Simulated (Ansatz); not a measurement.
Crystal: Ni2SbTe.

```
CELL_PARAMETERS angstrom
3.96562 0.00000 0.00000
-1.98281 3.43433 0.00000
0.00000 0.00000 5.20348
ATOMIC_POSITIONS crystal
Te 0.33333 0.66667 0.00000
Sb 0.66667 0.33333 0.50000
Ni 0.00000 0.00000 0.25318
Ni 0.00000 0.00000 0.74682
```

The cell comes from a database or a generator and needn't be the stable form of this composition.

| Quantity | Value |
| --- | --- |
| Program | Ansatz 0.2.0 |
| Task | single point |
| Functional | PBE |
| Potentials or basis | Ansatz PAW |
| Cutoff | 420 eV (not typed: the program's choice for these potentials) |
| k mesh | 8 × 8 × 5 |
| Occupations | fermi-dirac, width 0.05 eV |
| Spin | collinear spin, ferromagnetic start |
| Starting moments | [0.0, 0.0, 1.0, 1.0] μB |

On this cell: pressure 2.8 GPa; largest force 0.014 eV/Å; net moment 0.00 μB per cell; band gap on the k mesh none (metal or under the smearing width).

The same run follows on a disturbed copy (atoms moved at random, drawn with an rms of 0.05 Å):

```
Te Sb Ni
1.0
     3.96562    0.00000    0.00000
    -1.98281    3.43433    0.00000
     0.00000    0.00000    5.20348
Te Sb Ni
1 1 2
Direct
  0.34042 0.66988 0.00652
  0.66675 0.33600 0.49111
  0.00230 0.01004 0.24954
  0.99416 0.99344 0.74474
```

Problem. What changes?

Solution. The energy (extrapolated to zero smearing) moves by +4.9 meV/atom; pressure 3.0 GPa; largest force 0.409 eV/Å; net moment 0.00 μB per cell; band gap on the k mesh none (metal or under the smearing width).

Forces on the atoms (eV/Å):
```
Te  -0.183 -0.005 -0.366
Sb  -0.005 -0.008  0.365
Ni   0.104 -0.081  0.034
Ni   0.084  0.093 -0.033
```

Stress tensor (GPa, compression positive):
```
3.24 0.20 0.04
0.20 3.33 0.08
0.04 0.08 2.31
```

Caveats: the starting moments weren't kept.
